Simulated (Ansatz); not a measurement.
Relaxation of a periodic cell of 25 atoms, LiSi₈O₁₆ (host SiO2, host structure P4_12_12, interstitial Li), cell charge +1, to a largest force component of 0.08 eV/Å in at most 25 steps.

These are results of DFT r2SCAN, scalar-relativistic, plane waves, PAW in Ansatz, not measurements. Settings: accuracy low, PAW set soft_1, cutoff 500 eV, k mesh 1x1x1, fermi-dirac smearing 0.05 eV, no spin polarisation.

```xyz
25
Lattice="-4.9820 -4.9820 0.0000 4.9820 -4.9820 0.0000 0.0000 0.0000 6.9630" Properties=species:S:1:pos:R:3
Si 1.489 -3.493 0.000
Si 1.002 -1.002 1.741
Si -1.489 -6.471 3.482
Si 3.980 -3.980 5.222
O 1.195 -4.467 1.240
O -3.006 -6.278 2.981
O -1.195 -5.497 4.722
O 3.006 -3.686 6.463
O -1.296 -7.988 3.982
O -0.515 -6.177 2.241
O 1.296 -1.976 0.500
O 0.515 -3.787 5.723
Si -3.493 -3.493 0.000
Si 1.002 -5.984 1.741
Si -1.489 -1.489 3.482
Si -1.002 -3.980 5.222
O -3.787 -4.467 1.240
O 1.976 -6.278 2.981
O 3.787 -5.497 4.722
O -1.976 -3.686 6.463
O -1.296 -3.006 3.982
O -0.515 -1.195 2.241
O 1.296 -6.958 0.500
O 0.515 -8.769 5.723
Li -3.483 -4.033 3.519
```

Where does it end, and by what steps?

The run converged. The threshold is loose, so the end isn't yet a minimum. Limits of this set-up: coarse k mesh, low accuracy level, charged cell in a uniform background, uncorrected. After 9 steps the energy has fallen by 0.732 eV; O6 moved furthest, 0.59 Å. Joined: O18–Li25.

```csv
step,energy less start (eV),largest force component (eV/Å),accepted
0,0.0000,1.831,yes
1,-0.2116,1.227,yes
2,-0.4784,0.456,yes
3,-0.5199,0.475,yes
4,-0.6373,0.185,yes
5,-0.6826,0.096,yes
6,-0.6976,0.129,yes
7,-0.7124,0.239,yes
8,-0.7017,0.306,no
9,-0.7324,0.026,yes
```

```xyz
25
Lattice="-4.9820 -4.9820 0.0000 4.9820 -4.9820 0.0000 0.0000 0.0000 6.9630" Properties=species:S:1:pos:R:3
Si 1.659 -3.498 0.123
Si 1.042 -0.991 1.785
Si -1.448 -6.270 3.507
Si 3.898 -3.928 5.017
O 1.519 -4.609 1.280
O -2.937 -5.701 3.069
O -1.005 -5.494 4.851
O 3.077 -3.678 6.356
O -1.420 -7.853 3.841
O -0.473 -5.996 2.261
O 1.702 -2.026 0.772
O 0.452 -3.598 6.015
Si -3.691 -3.568 -0.118
Si 1.004 -6.086 1.635
Si -1.510 -1.638 3.431
Si -0.994 -4.001 5.466
O -4.193 -4.529 1.093
O 1.988 -6.764 2.761
O 3.597 -5.402 4.455
O -2.120 -3.856 6.613
O -1.471 -3.055 4.222
O -0.368 -1.558 2.313
O 1.017 -7.025 0.322
O 0.525 -8.808 5.400
Li -3.332 -3.704 3.640
```

Time of the run: 2.7 min on 1 thread of Intel(R) Xeon(R) Platinum 8259CL CPU @ 2.50GHz (Skylake/Cascade Lake), on a shared host, peak memory 0.76 GiB.
